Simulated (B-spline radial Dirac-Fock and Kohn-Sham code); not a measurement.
# Pb⁴⁺: core levels and X-ray properties

Wanted for lead as Pb⁴⁺: its X-ray form factor and Compton profile, the binding energy of each subshell and how cheaper methods do for the levels.

The numbers are computed with B-spline radial Dirac-Fock and Kohn-Sham code (version 2): a free atom or ion on a radial basis; each step names its model.

### 1 The atom as given

Pb⁴⁺ in the configuration 1s2 2s2 2p6 3s2 3p6 3d10 4s2 4p6 4d10 4f14 5s2 5p6 5d9 6p1 (not the ground configuration).

```
nuclear charge     : 82
electrons          : 78
mass number        : 208
nuclear rms radius : 5.5012 fm
```

Outer shells as boxes (Hund's rule, for the drawing alone; heavy ions are jj-coupled, and the calculation averages over the configuration):

```
[Xe] core
4f [↑↓][↑↓][↑↓][↑↓][↑↓][↑↓][↑↓]
5d [↑↓][↑↓][↑↓][↑↓][↑ ]
6p [↑ ][  ][  ]
```

### 2 Scattering by the electron cloud

Model: Dirac-Fock average of configuration, finite nucleus; form factor of the spherical density, Waller-Hartree incoherent function, impulse-approximation Compton profiles.

Recorded inputs:

```ini
task = scatter
Z = 82
charge = 4
configuration = 1s2 2s2 2p6 3s2 3p6 3d10 4s2 4p6 4d10 4f14 5s2 5p6 5d9 6p1
mass_number = 208
rms_radius = 5.5012  # fm
s = [0.0, 0.09, 0.11, 0.13, 0.16, 0.19, 0.23, 0.28, 0.33, 0.4, 0.49, 0.59, 0.71, 0.86, 1.04, 1.25, 1.51, 1.82, 2.2, 2.66, 3.21, 3.88, 4.68]  # 1/A
pz = [0, 0.1, 0.14, 0.21, 0.3, 0.43, 0.63, 0.9, 1.3, 1.9, 2.7, 3.9, 5.7, 8.2, 12.0, 17.0, 25.0, 35.0, 51.0, 74.0, 110.0]  # a.u.
photon_energy = [1000, 5000, 10000, 17479.3, 30000, 100000, 200000, 1000000]  # eV
```

From the run's result record (rounded, not every field):

```text
{
  "status": "converged",
  "form_factor [e]": [78.0, 75.86, 74.883, 73.772, 71.906, 69.87, 67.001, 63.334, 59.728, 54.973, 49.56, 44.501, 39.504, 34.354, 29.191, 24.301, 19.89, 16.594, 14.18, 11.991, 9.5987, 7.2877, 5.6572],
  "incoherent": [2.7178e-11, 2.1952, 3.0812, 4.0213, 5.4736, 6.9285, 8.8294, 11.116, 13.311, 16.285, 20.009, 23.932, 28.129, 32.479, 36.69, 40.834, 45.317, 49.979, 54.743, 59.085, 62.704, 65.792, 68.447],
  "compton_total [1/a.u.]": [7.7372, 7.7332, 7.7288, 7.716, 7.686, 7.6068, 7.3946, 6.9917, 6.3113, 5.1559, 3.8315, 2.8829, 2.1016, 1.2616, 0.66791, 0.35273, 0.15288, 0.065987, 0.023458, 0.0080571, 0.0023458],
  "shells": ["1s1/2", "2s1/2", "2p1/2", "2p3/2", "3s1/2", "3p1/2", "3p3/2", "3d3/2", "3d5/2", "4s1/2", "4p1/2", "4p3/2", "4d3/2", "4d5/2", "4f5/2", "4f7/2", "5s1/2", "5p1/2", "5p3/2", "5d3/2", "5d5/2", "6p1/2", "6p3/2"],
  "occupation": [2.0, 2.0, 2.0, 4.0, 2.0, 2.0, 4.0, 4.0, 6.0, 2.0, 2.0, 4.0, 4.0, 6.0, 6.0, 8.0, 2.0, 2.0, 4.0, 3.6, 5.4, 0.33333, 0.66667],
  "mean_momentum [a.u.]": [90.583, 32.317, 42.337, 36.137, 16.237, 19.359, 17.498, 21.047, 20.428, 8.4747, 9.535, 8.7468, 9.7256, 9.4648, 9.9636, 9.8344, 3.7451, 3.9943, 3.6396, 3.4622, 3.3457, 1.478, 1.3625],
  "r2 [bohr^2]": 37.855,
  "r_inverse [1/bohr]": 643.57,
  "r1 [bohr]": 38.427,
  "coherent [b]": [3956.8, 2779.8, 1701.5, 946.8, 472.47, 73.074, 21.5, 1.0271],
  "incoherent_cross_section [b]": [0.6201, 6.6919, 13.324, 19.792, 26.045, 32.169, 29.235, 16.3],
  "radial_jk": {
    "5d": {"j0": [1.0, 0.90188, 0.85683, 0.80556, 0.71979, 0.6274, 0.50144, 0.35193, 0.22282, 0.087911, -0.0077417, -0.038438, -0.023405, 0.010283, 0.030371, 0.02644, 0.010168, -0.00080117, -0.00088287, 0.0036276, 0.0053659, 0.0034222, 0.00076699], "j2": [0.0, 0.03843, 0.055484, 0.074407, 0.10477, 0.13543, 0.17306, 0.20937, 0.2297, 0.23039, 0.19468, 0.13312, 0.063666, 0.010199, -0.0086784, -0.0012657, 0.01179, 0.014744, 0.0080815, 0.0011372, -0.00052495, 0.0012712, 0.0027285], "j4": [0.0, 0.00059984, 0.0012958, 0.0024321, 0.0052079, 0.0095399, 0.018017, 0.032776, 0.050944, 0.078068, 0.107, 0.12228, 0.11587, 0.084727, 0.04234, 0.0098848, -0.0027045, 0.0011641, 0.0077856, 0.0082034, 0.0039582, 0.00040823, -0.0001614], "r2": 1.7254, "r4": 4.7216, "r6": 19.398},
    "6p": {"j0": [1.0, 0.66344, 0.53529, 0.40797, 0.23573, 0.10129, -0.0094123, -0.054615, -0.040058, 0.0038254, 0.031676, 0.02441, 0.004962, -0.0050339, -0.001671, 0.0038549, 0.0042036, 0.0010991, -0.00049089, 0.00030577, 0.0010602, 0.00070838, 0.00012242], "j2": [0.0, 0.12486, 0.16577, 0.20109, 0.23624, 0.24545, 0.2206, 0.15361, 0.081112, 0.01203, -0.012886, -0.00091418, 0.014349, 0.015096, 0.0056661, -0.00087142, -0.00054746, 0.0020835, 0.0022843, 0.00063988, -0.00017438, 0.00019975, 0.00055079], "r2": 6.6508, "r4": 62.844, "r6": 798.21}
  }
}
```

Form factor and incoherent function, every second point:

| s (1/Å) | f (e) | f / N | S(s) |
| --- | --- | --- | --- |
| 0 | 78.00 | 1.000 | 0 |
| 0.110 | 74.88 | 0.960 | 3.081 |
| 0.160 | 71.91 | 0.922 | 5.474 |
| 0.230 | 67.00 | 0.859 | 8.829 |
| 0.330 | 59.73 | 0.766 | 13.31 |
| 0.490 | 49.56 | 0.635 | 20.01 |
| 0.710 | 39.50 | 0.506 | 28.13 |
| 1.04 | 29.19 | 0.374 | 36.69 |
| 1.51 | 19.89 | 0.255 | 45.32 |
| 2.20 | 14.18 | 0.182 | 54.74 |
| 3.21 | 9.599 | 0.123 | 62.70 |
| 4.68 | 5.657 | 0.073 | 68.45 |

### 3 Binding energies

Model: Dirac-Fock average of configuration, Delta-SCF, finite nucleus, first-order Breit with its frequency dependence, self-energy and vacuum polarisation.

Recorded inputs:

```ini
task = binding
```

From the run's result record (rounded, not every field):

```text
{
  "status": "converged",
  "shells": ["K", "L1", "L2", "L3", "M1", "M2", "M3", "M4", "M5", "N1", "N2", "N3", "N4", "N5", "N6", "N7", "O1", "O2", "O3", "O4,5", "P2,3"],
  "total_energy_parts [Ha]": [-20909.3868, 27.6932513, -2.9362751, -0.563362566, 20.9698908, -4.24653553],
  "koopmans [eV]": [88645.8, 16045.6, 15381.8, 13188.8, 3960.0, 3662.11, 3166.57, 2682.69, 2578.19, 972.868, 843.053, 720.182, 508.501, 485.3, 209.568, 204.353, 214.208, 167.657, 144.29, 75.0369, 40.8194],
  "dirac_coulomb [eV]": [88552.0, 15989.8, 15320.9, 13132.2, 3929.25, 3630.07, 3136.85, 2649.77, "-", 960.333, 830.54, 708.98, 497.395, "-", 198.846, 193.85, 211.152, 164.911, 142.027, 73.537, 40.7296],
  "gaunt [eV]": [-356.567, -40.7545, -69.6745, -46.4044, -7.56403, -13.2347, -8.41594, -5.79865, "-", -1.57085, -2.84063, -1.61233, -0.794331, "-", 0.207148, 0.375486, -0.257959, -0.452491, -0.21812, -0.00207087, -0.0455982],
  "retardation [eV]": [26.6294, 3.5704, 7.29603, 7.30232, 0.661994, 1.35672, 1.36613, 0.594544, "-", 0.145671, 0.303697, 0.291836, 0.0803222, "-", -0.0580542, -0.0574057, 0.0207831, 0.0454976, 0.0439953, 0.000911198, 0.00682308],
  "breit_frequency [eV]": [6.87276, -0.572943, -0.115006, 3.05473, -0.152922, -0.194801, 0.627474, -0.0604693, "-", -0.0425323, -0.0592673, 0.149507, -0.0203576, "-", -0.012652, -0.0104923, -0.0100845, -0.0132724, 0.026287, -0.00257995, 0.00197429],
  "self_energy [eV]": [-217.38, -33.0533, -1.29033, -2.77083, -7.70181, -0.480548, -0.713574, 0.520326, "-", -1.94786, -0.0931519, -0.150114, 0.133843, "-", 0.0998632, 0.0795168, -0.401453, -0.0112414, -0.0207755, 0.0167792, -0.00495043],
  "vacuum_polarisation [eV]": [46.4878, 6.69651, 0.482278, -0.219303, 1.52953, 0.121261, -0.0621268, -0.0695768, "-", 0.389322, 0.0286224, -0.018141, -0.0181863, "-", -0.0118335, -0.011517, 0.080887, 0.00503873, -0.00408818, -0.00255955, 0.000292912],
  "binding [eV]": [88058.0, 15925.7, 15257.6, 13093.2, 3916.02, 3617.64, 3129.65, 2644.95, "-", 957.307, 827.879, 707.641, 496.777, "-", 199.071, 194.226, 210.585, 164.485, 141.854, 73.5475, 40.6882],
  "mean_radius [bohr]": [0.0160541, 0.0668827, 0.0549504, 0.0638292, 0.173688, 0.164403, 0.180514, 0.157097, 0.161991, 0.383996, 0.385591, 0.418348, 0.423749, 0.434582, 0.448508, 0.454582, 0.862276, 0.917111, 0.998207, 1.24336, 2.50735]
}
```

total_energy_parts: Dirac-Coulomb, Gaunt, retardation, frequency dependence, self-energy, vacuum polarisation. Blank entries are hole states that did not converge, or in which two open shells of one symmetry are about equally filled, where the average of configuration falls too low.

Each level as Koopmans' value plus corrections (eV):

| level | -ε | relaxation | Breit | QED | binding |
| --- | --- | --- | --- | --- | --- |
| K | 88645.8 | -93.82 | -323.07 | -170.89 | 88058.0 |
| L1 | 16045.6 | -55.78 | -37.76 | -26.36 | 15925.7 |
| L2 | 15381.8 | -60.82 | -62.49 | -0.81 | 15257.6 |
| L3 | 13188.8 | -56.60 | -36.05 | -2.99 | 13093.2 |
| M1 | 3960.0 | -30.75 | -7.05 | -6.17 | 3916.0 |
| M2 | 3662.1 | -32.04 | -12.07 | -0.36 | 3617.6 |
| M3 | 3166.6 | -29.72 | -6.42 | -0.78 | 3129.7 |
| M4 | 2682.7 | -32.92 | -5.26 | 0.45 | 2645.0 |
| N1 | 972.9 | -12.53 | -1.47 | -1.56 | 957.3 |
| N2 | 843.1 | -12.51 | -2.60 | -0.06 | 827.9 |
| N3 | 720.2 | -11.20 | -1.17 | -0.17 | 707.6 |
| N4 | 508.5 | -11.11 | -0.73 | 0.12 | 496.8 |
| N6 | 209.6 | -10.72 | 0.14 | 0.09 | 199.1 |
| N7 | 204.4 | -10.50 | 0.31 | 0.07 | 194.2 |
| O1 | 214.2 | -3.06 | -0.25 | -0.32 | 210.6 |
| O2 | 167.7 | -2.75 | -0.42 | -0.01 | 164.5 |
| O3 | 144.3 | -2.26 | -0.15 | -0.02 | 141.9 |
| O4,5 | 75.04 | -1.50 | 0.00 | 0.01 | 73.55 |
| P2,3 | 40.82 | -0.09 | -0.04 | 0.00 | 40.69 |

X-ray lines as differences of these levels:

| line | energy (eV) |
| --- | --- |
| Kβ2' (K-N3) | 87350.4 |
| Kβ2'' (K-N2) | 87230.1 |
| Kβ1 (K-M3) | 84928.4 |
| Kβ3 (K-M2) | 84440.4 |
| Kα1 (K-L3) | 74964.8 |
| Kα2 (K-L2) | 72800.4 |
| Lγ4 (L1-O3) | 15783.8 |
| Lγ3 (L1-N3) | 15218.0 |
| Lγ2 (L1-N2) | 15097.8 |
| Lγ1 (L2-N4) | 14760.9 |
| Lγ5 (L2-N1) | 14300.3 |
| Lβ7 (L3-O1) | 12882.6 |
| Lβ3 (L1-M3) | 12796.0 |
| Lβ1 (L2-M4) | 12612.7 |

### 4 Dirac LDA, for comparison

Model: Dirac-Kohn-Sham LDA (Slater exchange, VWN correlation), finite nucleus, spherical and without spin polarisation.

Settings, as recorded:

```ini
task = binding-ladder
method = lda,vwn
relativity = dirac
```

From the run's result record (rounded, not every field):

```text
{
  "status": "converged",
  "shells": ["K", "L1", "L2", "L3", "M1", "M2", "M3", "M4", "M5", "N1", "N2", "N3", "N4", "N5", "N6", "N7", "O1", "O2", "O3", "O4,5", "P2,3"],
  "minus_eigenvalue [eV]": [87897.4, 15750.6, 15139.6, 12952.6, 3816.98, 3538.84, 3051.0, 2589.24, 2485.32, 900.616, 779.942, 660.249, 462.525, 440.174, 183.881, 178.839, 191.477, 149.885, 126.966, 66.806, 38.3529],
  "delta_scf [eV]": [88541.8, 15872.5, 15297.3, 13083.0, 3854.43, 3579.17, 3086.96, 2632.32, 2526.83, 918.715, 798.005, 677.273, 479.39, 456.743, 200.184, 194.991, 201.9, 159.895, 136.398, 74.9782, 42.8863],
  "total_energy [Ha]": -20906.8574,
  "dirac_fock_binding [eV]": [88058.0, 15925.7, 15257.6, 13093.2, 3916.02, 3617.64, 3129.65, 2644.95, "-", 957.307, 827.879, 707.641, 496.777, "-", 199.071, 194.226, 210.585, 164.485, 141.854, 73.5475, 40.6882]
}
```

Beside the Dirac-Fock ΔSCF result with Breit and QED, in eV:

| level | -ε | miss | ΔSCF | miss | Dirac-Fock |
| --- | --- | --- | --- | --- | --- |
| K | 87897.4 | -160.6 | 88541.8 | +483.8 | 88058.0 |
| L1 | 15750.6 | -175.1 | 15872.5 | -53.2 | 15925.7 |
| L2 | 15139.6 | -118.0 | 15297.3 | +39.6 | 15257.6 |
| L3 | 12952.6 | -140.6 | 13083.0 | -10.2 | 13093.2 |
| M1 | 3817.0 | -99.0 | 3854.4 | -61.6 | 3916.0 |
| M2 | 3538.8 | -78.8 | 3579.2 | -38.5 | 3617.6 |
| M3 | 3051.0 | -78.7 | 3087.0 | -42.7 | 3129.7 |
| M4 | 2589.2 | -55.7 | 2632.3 | -12.6 | 2645.0 |
| N1 | 900.6 | -56.7 | 918.7 | -38.6 | 957.3 |
| N2 | 779.9 | -47.9 | 798.0 | -29.9 | 827.9 |
| N3 | 660.2 | -47.4 | 677.3 | -30.4 | 707.6 |
| N4 | 462.5 | -34.3 | 479.4 | -17.4 | 496.8 |
| N6 | 183.9 | -15.2 | 200.2 | +1.1 | 199.1 |
| N7 | 178.8 | -15.4 | 195.0 | +0.8 | 194.2 |
| O1 | 191.5 | -19.1 | 201.9 | -8.7 | 210.6 |
| O2 | 149.9 | -14.6 | 159.9 | -4.6 | 164.5 |
| O3 | 127.0 | -14.9 | 136.4 | -5.5 | 141.9 |
| O4,5 | 66.81 | -6.7 | 74.98 | +1.4 | 73.55 |
| P2,3 | 38.35 | -2.3 | 42.89 | +2.2 | 40.69 |

### 5 Cost and miss of the cheaper method

| method | level | eigenvalue miss (%) | ΔSCF miss (%) | time |
| --- | --- | --- | --- | --- |
| Dirac LDA | K | -0.18 | +0.55 | 11 s |
| Dirac-Fock + Breit + QED | all | - | reference | 19 s |

Times cover the ground state and all hole states of a step, on one thread of a shared host; states solved in an earlier step are reused, and a first call can include compiling.

### 6 Results

| quantity | value |
| --- | --- |
| rms radius of the electron cloud | 0.697 bohr |
| form factor halves at | 0.72 1/Å |
| Compton profile at zero | 7.737 1/a.u. |
| deepest level listed, K (1s) | 88058.0 eV |
| least bound, P2,3 (6p) | 40.69 eV |
| Kα1 | 74964.8 eV |
| Dirac LDA, K: eigenvalue / ΔSCF | 87897.4 / 88541.8 eV |

What this shows: f falls from 78 to half of that at s = 0.72 1/Å. Incoherent scattering outweighs coherent from 200 keV on, among the energies asked. The K (1s) level lies 93.8 eV under Koopmans' value by relaxation alone; Breit gives -323.07 and QED -170.89 eV. Dirac LDA misses the K level by -0.2 % with its eigenvalue and by +0.5 % with ΔSCF. Breit and QED terms, which only the reference holds, shift this level by tenths of a per cent, so the eigenvalue's nearness can be cancellation. The Hartree-Fock and Dirac-Fock values hold no electron correlation.
